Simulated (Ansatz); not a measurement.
# Re: stress in a strained cell

Aim: deform Re (zz strain of -2 %) and compute stress, forces and field gradients with LAPW, PAW and all-electron datasets made for the crystal.

Method: DFT PBEsol, scalar-relativistic, in Ansatz 0.2.0.

## (1) The starting structure

Symmetry: R-3m, No. 166, trigonal system. The conventional cell has a = 2.768 Å, b = 2.768 Å, c = 20.096 Å, α = 90.00°, β = 90.00°, γ = 120.00°. Re (site symmetry -3m) is surrounded by 12 Re at 2.75 to 2.77 Å. Re (site symmetry 3m) is surrounded by 12 Re at 2.74 to 2.77 Å.

Structure file:

```
CELL_PARAMETERS angstrom
1.38392 0.79901 6.69861
-1.38392 0.79901 6.69861
0.00000 -1.59802 6.69861
ATOMIC_POSITIONS crystal
Re 0.00000 0.00000 0.00000
Re 0.22217 0.22217 0.22217
Re 0.77783 0.77783 0.77783
```

Atoms are numbered in the order of the input: Re1, Re2, Re3.

## (2) After the deformation

Space group R-3m before, R-3m after.

## (3) Full-potential LAPW

File input.yaml:

```yaml
crystal:
  lattice:
    - [1.3839231524, 0.7990084046, 6.5646359267]
    - [-1.3839231524, 0.7990084046, 6.5646359267]
    - [0.0, -1.5980168092, 6.5646359267]
  atoms:
    - { symbol: Re, position: [0.0, 0.0, 0.0] }
    - { symbol: Re, position: [0.22217388, 0.22217388, 0.22217388] }
    - { symbol: Re, position: [0.77782612, 0.77782612, 0.77782612] }
kpoints:
  mp_grid: { grid: [15, 15, 15] }
  band_path:
    path:
      - [0.0, 0.0, 0.0]
      - [0.5, 0.5, 0.5]
      - [0.8234571272, 0.1765428728, 0.5]
      - [0.5, -0.1765428728, 0.1765428728]
      - [0.5, 0.0, 0.0]
      - [0.0, 0.0, 0.0]
      - [0.3382714364, -0.3382714364, 0.0]
      - [0.6617285636, 0.0, 0.3382714364]
      - [0.5, 0.0, 0.5]
    npoints: 5
scf:
  occupations: { method: fermi_dirac, width: 0.05 }
hamiltonian:
  xc: pbesol
  pseudopotentials: { kind: all_electron, lapw: { basis_error: 0.0005 } }
output:
  forces: true
  stress: true
  eigenvalues: true
```

The run is started by

```bash
$ ansatz run input.yaml --threads 1 --pin off --max-ram 6144MiB --backend cpu --events-out ev --progress --plain --runs-dir out
```

## (4) PAW on the default files

File input.yaml:

```yaml
crystal:
  lattice:
    - [1.3839231524, 0.7990084046, 6.5646359267]
    - [-1.3839231524, 0.7990084046, 6.5646359267]
    - [0.0, -1.5980168092, 6.5646359267]
  atoms:
    - { symbol: Re, position: [0.0, 0.0, 0.0] }
    - { symbol: Re, position: [0.22217388, 0.22217388, 0.22217388] }
    - { symbol: Re, position: [0.77782612, 0.77782612, 0.77782612] }
kpoints:
  mp_grid: { grid: [15, 15, 15] }
scf:
  occupations: { method: fermi_dirac, width: 0.05 }
hamiltonian:
  xc: pbesol
  pseudopotentials: { kind: paw }
output:
  forces: true
  stress: true
  eigenvalues: true
  efg: { contact_densities: true }
  write_density: true
  write_potential: true
  elf: true
  volumetric_format: npy
```

## (5) All-electron PAW on datasets made for the crystal

Changes to input.yaml since step 4:

```diff
@@ -15,3 +15,3 @@
   xc: pbesol
-  pseudopotentials: { kind: paw }
+  pseudopotentials: { kind: all_electron, datasets: crystal }
 output:
@@ -21,5 +21 @@
   efg: { contact_densities: true }
-  write_density: true
-  write_potential: true
-  elf: true
-  volumetric_format: npy
```

(Steps that only read results are left out.)

What does the calculation give? Wanted: pressure; largest shear or deviatoric stress.

**Answer**, as computed:

```
                                 quantity                                           value
                                 pressure  LAPW 1.40, PAW 1.31, crystal datasets 1.40 GPa
largest shear or deviatoric stress (LAPW)                                        5.73 GPa
```

In words: The largest part of the stress beyond the pressure is 5.73 GPa in size, in the zz component; the atoms are carried along and not relaxed. No run of the undeformed cell stands beside it, so the pressure holds what the given cell had before the change. PAW: stress within 0.09 GPa of LAPW, forces within 1 meV/Å. Crystal datasets: stress within 0.01 GPa of LAPW, forces within 1 meV/Å. Spin-orbit coupling is left out, though the cell holds Re; in elements this heavy it can shift bands and gaps by tenths of an eV.
